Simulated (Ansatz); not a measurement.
**C2H3BF2O: geometry optimisation from a Python script**

What geometry does C2H3BF2O take? Aim: a geometry optimisation, for C2H3BF2O, run from a script.

Computed with the Python package of Ansatz 0.2.0. Level of theory: Hartree-Fock/cc-pVDZ.

## 1. The system

Bond lengths: C1–C2 1.335 Å, C2–F3 1.331 Å, C2–B4 1.562 Å, B4–O5 1.411 Å, B4–F6 1.518 Å, C1–H7 1.035 Å, C1–H8 1.112 Å, O5–H9 0.926 Å. Angles: C1–C2–F3 116.8°, C1–C2–B4 127.2°, F3–C2–B4 116.0°, C2–C1–H7 123.4°, C2–C1–H8 115.5°, H7–C1–H8 121.1°, C2–B4–O5 124.3°, C2–B4–F6 117.3°, O5–B4–F6 118.4°, B4–O5–H9 106.3°.

The script holds or builds the structure itself.

## 2. The script

opt_c2h3bf2o.py reads:

```python
"""Minimum-energy structure of C2H3BF2O."""

import ansatz as az
import numpy as np

BASIS_SET = "cc-pVDZ"
XC = "hf"


def main() -> None:
    geometry = (
        az.Crystal.molecule()
        .atom("C", [-0.4465, -1.2415, 0.9627])
        .atom("C", [0.3541, -0.4343, 0.2638])
        .atom("F", [1.6178, -0.8253, 0.1139])
        .atom("B", [-0.0238, 0.9306, -0.3956])
        .atom("O", [0.8683, 1.7241, -1.1478])
        .atom("F", [-1.4638, 1.3926, -0.2634])
        .atom("H", [-0.1262, -2.124, 1.3982])
        .atom("H", [-1.4968, -0.8951, 1.0737])
        .atom("H", [0.8054, 1.4265, -2.0226])
    )

    job = geometry.calculation()
    job = job.basis(gaussian=BASIS_SET)
    job = job.functional(XC)
    symbols = [site.symbol for site in geometry.cartesian_sites]
    start = np.array([site.position_ang for site in geometry.cartesian_sites], dtype=float)
    def progress(event):
        if event["event"] == "relax_step":
            row = event["data"]
            print(f"step {row['step']:3d}  E = {row['lagrangian_ev']:.6f} eV  largest force component {row['allowed_force_max_ev_ang']:.4f} eV/A")


    data = job.relax(force_tolerance=0.02).session().plan().execute(on_event=progress).report
    end = np.array(data["positions_ang"])

    print("reference energy %16.6f eV" % data["reference_energy_ev"])
    print("total energy     %16.6f eV" % data["free_energy_ev"])
    print("occupied orbitals outside the frozen core (up, down):", data["n_occupied"], " frozen:", data["n_frozen"], " virtual:", data["n_virtual"])

    print("final positions (A) and the move of each atom")
    for symbol, xyz, old in zip(symbols, end, start):
        print(f"{symbol:2s} {xyz[0]:10.5f} {xyz[1]:10.5f} {xyz[2]:10.5f}   {np.linalg.norm(xyz - old):7.4f}")

    charges = data["charge_distribution"]
    print("dipole moment", round(4.803205 * float(np.linalg.norm(charges["dipole_moment_e_ang"])), 3), "D")
    print("Mulliken:", [(s, round(q, 3)) for s, q in zip(symbols, charges["mulliken_charges_e"])])
    with open("c2h3bf2o_opt.xyz", "w") as handle:
        handle.write(f"{len(symbols)}\nrelaxed C2H3BF2O\n")
        handle.writelines(f"{s:2s} {x:11.6f} {y:11.6f} {z:11.6f}\n" for s, (x, y, z) in zip(symbols, end))


if __name__ == "__main__":
    main()
```

## 3. What the engine is handed

The package turns the script's settings into the engine's input:

```yaml
crystal:
  periodic: [false, false, false]
  atoms:
    - { symbol: C, position_ang: [-0.4465, -1.2415, 0.9627] }
    - { symbol: C, position_ang: [0.3541, -0.4343, 0.2638] }
    - { symbol: F, position_ang: [1.6178, -0.8253, 0.1139] }
    - { symbol: B, position_ang: [-0.0238, 0.9306, -0.3956] }
    - { symbol: O, position_ang: [0.8683, 1.7241, -1.1478] }
    - { symbol: F, position_ang: [-1.4638, 1.3926, -0.2634] }
    - { symbol: H, position_ang: [-0.1262, -2.124, 1.3982] }
    - { symbol: H, position_ang: [-1.4968, -0.8951, 1.0737] }
    - { symbol: H, position_ang: [0.8054, 1.4265, -2.0226] }
basis:
  gaussian:
    orbitals: cc-pVDZ
hamiltonian:
  xc: hf
relax:
  f_tol: 0.02
```

## 4. Launch

On the command line:

```bash
$ python opt_c2h3bf2o.py
```

Without the output at hand: what should come out? Wanted: total energy; dipole moment; moves of the relaxation; energy gained; last largest force component.

As calculated:

```
                    quantity           value
                total energy  -10232.3734 eV
               dipole moment          1.71 D
     moves of the relaxation              11
               energy gained        1.234 eV
last largest force component     0.0117 eV/Å
```

In words: The relaxation took 11 moves; the largest shift is 0.790 Å, of atom 9 (H). The end point is the stationary point reached from this start; no frequency run checks that it is a minimum, and the basis set is modest.
